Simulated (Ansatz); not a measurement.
**FH₂ISn: taking an electron away**

The task here is to estimate one member of a computed series from the others.

The runs use Ansatz 0.2.0, Gaussian basis; unrestricted cation, the program's frozen cores in correlated methods.

Plan: UKS PBE-D4/def2-TZVPP; UKS r2SCAN-D4/def2-TZVPP; UKS PBE0-D4/def2-TZVPP; UKS B3LYP-D4/def2-TZVPP; UKS wB97X-V/def2-TZVPP; UKS wB97M-V/def2-TZVPP; UKS B2PLYP/def2-TZVPP; UHF-CCSD(T)/def2-TZVPP; UHF-CCSD(T)/def2-QZVPP; extrapolation to the limit; then −ε(HOMO) from the neutral's earlier runs with LDA (SPW92), PBE-D4, revPBE-D4, BLYP-D4, r2SCAN-D4, B97M-V, PBE0-D4, B3LYP-D4, r2SCANh-D4, r2SCAN0-D4, HSE06-D4, BHLYP-D4, CAM-B3LYP-D4, LC-ωPBE, ωB97X-V, ωB97M-V.

### Structure used throughout

All runs share one geometry, relaxed beforehand with PBE0-D4 in a triple-zeta def2 set. Sn, I take the def2 core potential; no spin-orbit term is included.

SMILES `[F][SnH2][I]`, 5 atoms, charge 0, spin multiplicity 1.

Atoms are counted from 1 here; the program's logs count them from 0.

Bond lengths: F1–Sn2 1.918 Å, Sn2–I3 2.658 Å, Sn2–H4 1.697 Å, Sn2–H5 1.697 Å. Angles: F1–Sn2–I3 105.7°, F1–Sn2–H4 105.3°, F1–Sn2–H5 105.3°, I3–Sn2–H4 110.5°, I3–Sn2–H5 110.5°, H4–Sn2–H5 118.5°.

The first run:

File in.yaml:

```yaml
crystal:
  periodic: [false, false, false]
  atoms:
    - {symbol: F, position_ang: [-0.963742, 0.032477, 1.587150]}
    - {symbol: Sn, position_ang: [-0.104466, 0.137475, -0.123933]}
    - {symbol: I, position_ang: [1.905615, -1.598712, -0.028846]}
    - {symbol: H, position_ang: [-1.274286, -0.369659, -1.244305]}
    - {symbol: H, position_ang: [0.486879, 1.724820, -0.231366]}
basis:
  gaussian: {orbitals: def2-TZVPP}
total_charge: 1
magnetization: {spin_polarized: true, initial_magnetization: 1}
hamiltonian: {xc: pbe, dispersion: d4}
```

Run with:

```bash
$ ansatz run in.yaml --threads 2 --pin off --events-out ev --progress --plain --max-ram 32768MiB --backend cpu
```

Steps of the session up to this table: Cation, UKS PBE-D4/def2-TZVPP; Cation, UKS r2SCAN-D4/def2-TZVPP; Cation, UKS PBE0-D4/def2-TZVPP; Cation, UKS B3LYP-D4/def2-TZVPP; Cation, UKS wB97X-V/def2-TZVPP; Cation, UKS wB97M-V/def2-TZVPP; Cation, UKS B2PLYP (frozen core)/def2-TZVPP; Cation, UHF-CCSD(T)/def2-TZVPP; Cation, UHF-CCSD(T)/def2-QZVPP.

One of the session's tables, all rows but one given; the rest of the session is left out.

Orbital estimates, from the neutral's runs:

| functional | −ε(HOMO) (eV) |
| --- | --- |
| LDA (SPW92) | 6.92 |
| PBE-D4 | 6.79 |
| revPBE-D4 | ? |
| BLYP-D4 | 6.61 |
| r2SCAN-D4 | 7.09 |
| B97M-V | 7.11 |
| PBE0-D4 | 7.94 |
| B3LYP-D4 | 7.69 |
| r2SCANh-D4 | 7.51 |
| r2SCAN0-D4 | 8.14 |
| HSE06-D4 | 7.55 |
| BHLYP-D4 | 8.92 |
| CAM-B3LYP-D4 | 9.18 |
| LC-ωPBE | 10.53 |
| ωB97X-V | 10.19 |
| ωB97M-V | 10.06 |

Q: Estimate the row for revPBE-D4 from the others.

As computed: −ε(HOMO) (eV): 6.74. In the column «−ε(HOMO) (eV)» it lies between BLYP-D4 (6.61) and PBE-D4 (6.79).
